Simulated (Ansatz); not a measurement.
**C3H9BO: a ladder of functionals and wavefunction methods**

Aim: compute C3H9BO with functionals from several rungs and with coupled cluster. The yardstick is the atomisation energy at the CCSD(T) limit.

Computed with Ansatz 0.2.0, Gaussian basis. Level: functionals in def2-TZVPP, the program's frozen cores in correlated methods.

Plan: PBE-D4, r2SCAN-D4, PBE0-D4, B3LYP-D4, ωB97X-V, ωB97M-V, B2PLYP; CCSD(T)/def2-TZVPP; MP2/def2-QZVPP; extrapolation to the limit.

### Step 1. The relaxed structure

The geometry comes from an earlier relaxation with PBE0-D4 in a triple-zeta def2 set; it is a stationary point, not always the lowest conformer.

SMILES `BOCCC`, 14 atoms, charge 0, spin multiplicity 1.

Atoms are counted from 1 here; the program's logs count them from 0.

Bond lengths: B1–O2 1.338 Å, B1–H6 1.197 Å, B1–H7 1.204 Å, O2–C3 1.420 Å, C3–C4 1.512 Å, C3–H8 1.097 Å, C3–H9 1.095 Å, C4–C5 1.519 Å, C4–H10 1.094 Å, C4–H11 1.095 Å, C5–H12 1.093 Å, C5–H13 1.091 Å, C5–H14 1.093 Å. Angles: O2–B1–H6 117.0°, O2–B1–H7 120.2°, H6–B1–H7 122.7°, B1–O2–C3 122.2°, O2–C3–C4 110.7°, O2–C3–H8 109.8°, O2–C3–H9 107.2°, C4–C3–H8 110.8°, C4–C3–H9 110.2°, H8–C3–H9 108.2°, C3–C4–C5 111.8°, C3–C4–H10 108.7°, C3–C4–H11 108.8°, C5–C4–H10 110.5°, C5–C4–H11 110.3°, H10–C4–H11 106.7°, C4–C5–H12 111.4°, C4–C5–H13 111.1° and more.

### Step 2. PBE-D4 (GGA)

Contents of in.yaml:

```yaml
crystal:
  periodic: [false, false, false]
  atoms:
    - {symbol: B, position_ang: [-1.303149, 2.209277, 0.659477]}
    - {symbol: O, position_ang: [-0.360439, 1.332537, 1.025748]}
    - {symbol: C, position_ang: [-0.357294, -0.011370, 0.568706]}
    - {symbol: C, position_ang: [0.832412, -0.266702, -0.328553]}
    - {symbol: C, position_ang: [0.904591, -1.718586, -0.768196]}
    - {symbol: H, position_ang: [-1.205522, 3.323206, 1.086290]}
    - {symbol: H, position_ang: [-2.199336, 1.866844, -0.068051]}
    - {symbol: H, position_ang: [-1.294633, -0.225804, 0.041596]}
    - {symbol: H, position_ang: [-0.308384, -0.653809, 1.453601]}
    - {symbol: H, position_ang: [1.742818, 0.016492, 0.208013]}
    - {symbol: H, position_ang: [0.764009, 0.391438, -1.200898]}
    - {symbol: H, position_ang: [0.008771, -2.012415, -1.322098]}
    - {symbol: H, position_ang: [1.765072, -1.890830, -1.417006]}
    - {symbol: H, position_ang: [0.997984, -2.389479, 0.090168]}
basis:
  gaussian: {orbitals: def2-TZVPP}
hamiltonian: {xc: pbe, dispersion: d4}
output: {forces: true, orbitals: {seedname: orbitals}}
```

Run with:

```bash
$ ansatz run in.yaml --threads 4 --pin off --events-out ev --progress --plain --max-ram 10444MiB
```

The runs that follow: r2SCAN-D4 (meta-GGA); PBE0-D4 (hybrid); B3LYP-D4 (hybrid); ωB97X-V (range-separated); ωB97M-V (range-separated); B2PLYP (double hybrid); CCSD(T) in def2-TZVPP; MP2 in def2-QZVPP.

Before running them: what should the planned runs give, taken together? Wanted: atomisation energy, CCSD(T)/CBS; farthest; mean size of error, hybrid; mean size of error, range-separated; gap, smallest and largest; T1 diagnostic; triples share of the correlation energy.

The runs gave:

| quantity | value |
| --- | --- |
| atomisation energy, CCSD(T)/CBS | 56.773 eV |
| functionals within 0.284 eV (0.5 %) | r2SCAN-D4, B3LYP-D4, ωB97X-V, ωB97M-V |
| farthest | PBE-D4 (+1.021 eV) |
| mean size of error, hybrid | 0.238 eV |
| mean size of error, range-separated | 0.196 eV |
| gap, smallest and largest | 5.73 eV (PBE-D4), 12.82 eV (ωB97X-V) |
| T1 diagnostic | 0.0121 |
| triples share of the correlation energy | 3.6 % |

PBE-D4 misses by +1.021 eV. Double hybrids carry the basis error of their MP2 part in triple zeta, and no dispersion term here, so their miss is partly the set-up's. Misses under about 0.284 eV are within the doubt on the reference itself, which lacks core-valence correlation, relativity and higher excitations. Hartree-Fock recovers 76 % of the binding; the rest is correlation. Orbital gaps span 5.7 to 12.8 eV; exact exchange widens them.
